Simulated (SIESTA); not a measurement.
Ba2Tl5V3O12 under changes of volume

One of the cells (23.055 Å³/atom); the others are scaled copies at fixed shape and fractional positions:

```
Ba V Tl O
1.0
     6.53307   -6.72114    0.00000
     6.53307    6.72114    0.00000
    -2.02288    0.00000    5.77560
Ba V Tl O
2 3 5 12
Cartesian
  6.5331 0.2800 0.0000
  6.5331 -3.9337 0.0000
  9.9519 1.9431 1.4864
  1.0914 1.9431 4.2892
  5.5216 -1.0004 2.8878
  7.5609 2.4058 3.6806
  3.4824 2.4058 2.0950
  5.5216 6.5184 2.8878
  2.4082 -1.2291 1.2644
  8.6350 -1.2291 4.5112
  0.8497 1.7431 2.5571
  6.4959 0.0643 3.9104
  7.0522 -3.2606 4.8882
  8.2384 1.8421 1.1894
  6.5778 -1.8240 1.8110
  0.1393 0.7437 5.1172
  4.4654 -1.8240 3.9646
  10.9039 0.7437 0.6584
  3.9910 -3.2606 0.8874
  2.8049 1.8421 4.5862
  10.1936 1.7431 3.2185
  4.5474 0.0643 1.8652
```

The cell was built by a generator and needn't be a form met in nature.

| Property | Result |
| --- | --- |
| Program | SIESTA 5.4.2 |
| Functional | PBE |
| Potentials or basis | PseudoDojo 0.4 standard (PBE files) |
| Basis | DZP (energy shift 0.003 Ry; two zetas on semicore shells; d shell added on Ba) |
| Grid cutoff | 800 Ry |
| Energy shift | 0.003 Ry |
| k mesh | 3 × 3 × 5 |
| Occupations | fermi-dirac, width 0.05 eV |
| Spin | collinear spin, ferromagnetic start |
| Starting moments | [0.0, 0.0, 2.0, 2.0, 2.0, 0.0, 0.0, 0.0, 0.0, 0.0, 0.0, 0.0, 0.0, 0.0, 0.0, 0.0, 0.0, 0.0, 0.0, 0.0, 0.0, 0.0] μB |

```tsv
volume (Å³/atom)	energy over the lowest point (meV/atom)	pressure (GPa)	gap on the mesh (eV)	largest force (eV/Å)
21.247	31.48	6.4	2.86	1.645
21.699	16.23	4.4	2.86	1.177
22.151	?	?	?	?
23.055	0.00	-0.3	2.81	0.181
23.507	2.84	-1.6	2.79	0.429
23.959	9.12	-2.8	2.76	0.719
```

**Question.** What does the run at 22.151 Å³/atom give?

**Answer.** Energy over the lowest point 6.25 meV/atom; pressure 2.7 GPa; gap on the mesh 2.85 eV; largest force 0.747 eV/Å.

Worked out: A Birch-Murnaghan fit of order 3 (a polynomial in V^(-2/3)) to the other rows has its minimum at 22.94 Å³/atom with B0 = V·E''(V) = 71 GPa and B' = 4.4 at fixed shape and positions, which overstates the stiffness. It gives 6.25 meV/atom at 22.151 Å³/atom, against the run's 6.25, and -dE/dV = 2.7 GPa, against 2.7. A parabola through the other rows of the gap, of slope -0.609 eV per unit of ln V there, gives 2.85 eV, against the run's 2.85.

Energies are extrapolated to zero smearing.

Caveats: this set's barium file shifts pressures by up to 1 GPa against other sets; spin-orbit coupling is left out, which as a rule narrows the gap of such compounds by several tenths of an eV; an odd mesh through Γ misses points on the zone boundary, where band edges often lie; the basis of atomic orbitals isn't converged, which shifts pressures, moduli and gaps; forces of over 1 eV/Å show positions far from the minimum, so gaps and moduli don't describe the material at rest (some runs).
